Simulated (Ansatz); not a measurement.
ScRu3:

```
CELL_PARAMETERS angstrom
3.93844 0.00000 0.00000
0.00000 3.93844 0.00000
0.00000 0.00000 3.93844
ATOMIC_POSITIONS crystal
Ru 0.50000 0.50000 0.00000
Ru 0.50000 0.00000 0.50000
Ru 0.00000 0.50000 0.50000
Sc 0.00000 0.00000 0.00000
```

The cell comes from a database or a generator and needn't be the stable form of this composition.

* Program: Ansatz 0.2.0
* Task: relaxation of cell and atoms
* Functional: PBEsol
* Potentials or basis: Ansatz PAW
* Cutoff: 420 eV (not typed: the program's choice for these potentials)
* k mesh: 7 × 7 × 7
* Occupations: fermi-dirac, width 0.05 eV
* Spin: no spin polarisation

At the start: volume 15.27 Å³/atom.

Problem. Where does the relaxation end?

Solution. It ends after 4 steps and the volume is 14.58 Å³/atom (-4.6 %); space group Pm-3m (No. 221, to 0.05 Å).

The path:
```csv
step,energy change (eV),largest force (eV/Å),volume (Å³)
1,0.0000,0.0000,61.09
2,-0.0861,0.0000,58.59
3,-0.0872,0.0000,58.30
4,-0.0865,0.0000,58.30
```

Final structure:
```yaml
crystal:
  lattice:
    - [3.87759, 0.00000, 0.00000]
    - [0.00000, 3.87759, 0.00000]
    - [0.00000, 0.00000, 3.87759]
  atoms:
    - { symbol: Ru, position: [0.50000, 0.50000, 0.00000] }
    - { symbol: Ru, position: [0.50000, 0.00000, 0.50000] }
    - { symbol: Ru, position: [0.00000, 0.50000, 0.50000] }
    - { symbol: Sc, position: [0.00000, 0.00000, 0.00000] }
```

Caveat: the plane-wave basis is chosen anew once the cell has moved, so the energies of steps on either side of that aren't comparable; the PAW data sets come from PBE, with cores solved anew for the run's functional, which leaves a small shift of forces and pressure.
